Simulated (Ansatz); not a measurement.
C₅H₇B, SMILES C#CBC1CC1, a single point in a Gaussian basis

Program: Ansatz 0.2.0, Python API.

Run as a notebook:

In [1]:
```python
from pathlib import Path
import warnings

import ansatz

warnings.simplefilter("ignore", ansatz.DeckWarning)
```

In [2]:
```python
geometry_ang = [
    ("C", (2.6964, 0.7335, 0.6426)),
    ("C", (1.8929, 0.0013, 0.1223)),
    ("B", (0.8662, -0.9328, -0.5405)),
    ("C", (-0.6834, -0.548, -0.6917)),
    ("C", (-1.3952, -0.3109, 0.6333)),
    ("C", (-1.1176, 0.8572, -0.2969)),
    ("H", (3.4016, 1.3768, 1.0996)),
    ("H", (1.2372, -1.9675, -0.9722)),
    ("H", (-1.318, -1.065, -1.4421)),
    ("H", (-2.4624, -0.6182, 0.6513)),
    ("H", (-0.7689, -0.3004, 1.5522)),
    ("H", (-0.3302, 1.5474, 0.0727)),
    ("H", (-2.0186, 1.2266, -0.8307)),
]
system = ansatz.Crystal.molecule()
for symbol, xyz in geometry_ang:
    system = system.atom(symbol, xyz)
```

In [3]:
```python
base = (
    system.calculation()
    .basis(gaussian="6-31G*")
    .functional(ansatz.LibraryFunctional("B97M-V"))
    .accuracy("high")
    .scf(lower_state_search="standard")
    .orbitals()
)
print(base.to_yaml())
result = base.run(runs_dir="runs")
r = result.report
```
```text
crystal:
  periodic: [false, false, false]
  atoms:
    - { symbol: C, position_ang: [2.6964, 0.7335, 0.6426] }
    - { symbol: C, position_ang: [1.8929, 0.0013, 0.1223] }
    - { symbol: B, position_ang: [0.8662, -0.9328, -0.5405] }
    - { symbol: C, position_ang: [-0.6834, -0.548, -0.6917] }
    - { symbol: C, position_ang: [-1.3952, -0.3109, 0.6333] }
    - { symbol: C, position_ang: [-1.1176, 0.8572, -0.2969] }
    - { symbol: H, position_ang: [3.4016, 1.3768, 1.0996] }
    - { symbol: H, position_ang: [1.2372, -1.9675, -0.9722] }
    - { symbol: H, position_ang: [-1.318, -1.065, -1.4421] }
    - { symbol: H, position_ang: [-2.4624, -0.6182, 0.6513] }
    - { symbol: H, position_ang: [-0.7689, -0.3004, 1.5522] }
    - { symbol: H, position_ang: [-0.3302, 1.5474, 0.0727] }
    - { symbol: H, position_ang: [-2.0186, 1.2266, -0.8307] }
accuracy: high
basis:
  gaussian:
    orbitals: "6-31G*"
hamiltonian:
  xc:
    name: B97M-V
scf:
  lower_state_search: standard
output:
  orbitals: {}
```

In [4]:
```python
r["positions_ang"]
```
Out [4]:
```text
[[2.6964, 0.7335, 0.6426], [1.8929, 0.0013, 0.1223], [0.8662, -0.9328, -0.5405],
 [-0.6834, -0.548, -0.6917], [-1.3952, -0.3109, 0.6333], [-1.1176, 0.8572, -0.2969],
 [3.4016, 1.3768, 1.0996], [1.2372, -1.9675, -0.9722], [-1.318, -1.065, -1.4421],
 [-2.4624, -0.6182, 0.6513], [-0.7689, -0.3004, 1.5522], [-0.3302, 1.5474, 0.0727],
 [-2.0186, 1.2266, -0.8307]]
```

In [5]:
```python
for key in ("converged", "free_energy_ev", "reference_energy_ev", "n_frozen", "n_occupied", "n_virtual"):
    print(f"{key:22s} {r[key]}")
```
```text
converged              True
free_energy_ev         -5972.923825015117
reference_energy_ev    -5972.923825015117
n_frozen               0
n_occupied             [21, 21]
n_virtual              [83, 83]
```

In [6]:
```python
field = r["mean_field"]
print("<S^2> =", round(abs(field["state"]["spin_squared"]), 4), " relativity:", field["relativity"])
print("passes:", field["passes"])
if "symmetry" in field:
    print("occupied orbitals by irrep:", field["symmetry"]["occupied"])
```
```text
<S^2> = 0.0  relativity: none
passes: {'evaluations': 21, 'products': 13}
occupied orbitals by irrep: [{'A': 21}, {'A': 21}]
```

In [7]:
```python
lines = Path(r["orbitals_path"]).read_text().splitlines()
field_of = lambda key: [line.split("=")[1].strip() for line in lines if line.startswith(key)]
orbitals = [(27.211386 * float(e), s, float(n)) for e, s, n in zip(field_of("Ene="), field_of("Spin="), field_of("Occup="))]
homo = max(e for e, _, n in orbitals if n > 0.5)
lumo = min(e for e, _, n in orbitals if n < 0.5)
for e, spin, n in sorted(orbitals):
    if homo - 10 < e < lumo + 5:
        print(f"{spin:6s} {e:10.3f} eV  occupation {n:.0f}")
```
```text
Alpha     -15.585 eV  occupation 2
Alpha     -15.319 eV  occupation 2
Alpha     -14.572 eV  occupation 2
Alpha     -13.102 eV  occupation 2
Alpha     -12.171 eV  occupation 2
Alpha     -11.206 eV  occupation 2
Alpha      -9.400 eV  occupation 2
Alpha      -9.196 eV  occupation 2
Alpha      -8.546 eV  occupation 2
Alpha      -7.700 eV  occupation 2
Alpha      -7.135 eV  occupation 2
Alpha      -7.086 eV  occupation 2
Alpha      -6.547 eV  occupation 2
Alpha      -2.135 eV  occupation 0
Alpha       0.512 eV  occupation 0
Alpha       2.015 eV  occupation 0
Alpha       2.219 eV  occupation 0
Alpha       2.551 eV  occupation 0
```

Notes:
- These settings explore the input space; basis and method may be short of convergence.
- The geometry is a force-field or estimated start, not a minimum of this method, and the basis set is short of its limit.
- Alpha marks a spatial orbital of a restricted run, filled by both spins.
- Levels such as HOMO and LUMO are orbital energies: with these approximate functionals they aren't the ionisation energy and electron affinity, and their gap isn't the fundamental gap.
- It ran for 34 s on 1 thread of Intel(R) Xeon(R) 6975P-C (Granite Rapids) (shared host), peak memory 0.67 GiB.

(Lines on the test bed's own set-up are left out of the output.)
